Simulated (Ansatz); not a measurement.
BBrH2O2, SMILES OB(O)Br, vertical spin-state energies

Computed with Ansatz 0.2.0, Python API.

Typed at the interpreter:
```pycon
>>> import ansatz as az
>>> from ase import Atoms
>>> BASIS_SET = 'cc-pVDZ'
>>> FUNCTIONAL = 'pbe'
>>> atoms = Atoms(['O', 'B', 'O', 'Br', 'H', 'H'], positions=[
...     [0.2284, 1.194, -0.54],
...     [-0.1932, -0.0741, -0.0247],
...     [0.7747, -0.891, 0.6432],
...     [-1.9881, -0.7306, -0.2368],
...     [0.4816, 1.0521, -1.4962],
...     [0.7386, -0.6144, 1.6083],
... ])
>>> molecule = az.Crystal.molecule_from_ase(atoms)
>>> job = molecule.calculation().basis(gaussian=BASIS_SET).functional(FUNCTIONAL)
>>> found = {}
>>> for unpaired in [0, 2]:
...     rep = job.spin('collinear', total=unpaired).run(threads=1, pin='off').report
...     s = unpaired / 2
...     found[unpaired] = rep['free_energy_ev']
...     print(f'2S+1 = {unpaired + 1}: E = {found[unpaired]:.5f} eV, <S^2> = {abs(rep["mean_field"]["state"]["spin_squared"]):.3f} (pure state {s * (s + 1):.2f})')
...
2S+1 = 1: E = -74835.71805 eV, <S^2> = 0.000 (pure state 0.00)
2S+1 = 3: E = -74830.75431 eV, <S^2> = 2.004 (pure state 2.00)
>>> lowest = min(found, key=found.get)
>>> for unpaired, e in found.items():
...     print(f'multiplicity {unpaired + 1}: {96.485332 * (e - found[lowest]):.1f} kJ/mol above the lowest')
...
multiplicity 1: 0.0 kJ/mol above the lowest
multiplicity 3: 478.9 kJ/mol above the lowest
```

In order: multiplicity 1 (+0.00 eV) and multiplicity 3 (+4.96 eV), all at the one geometry.

Total energies depend on the basis set; only differences at equal settings carry meaning. The geometry is a force-field or estimated start, not a minimum of this method, and the basis set is short of its limit. All parts are taken at fixed geometry, without zero-point energy. Finished in 9.3 s on 1 thread of Arm Neoverse V2, with other jobs on the host, peak memory 0.21 GiB.
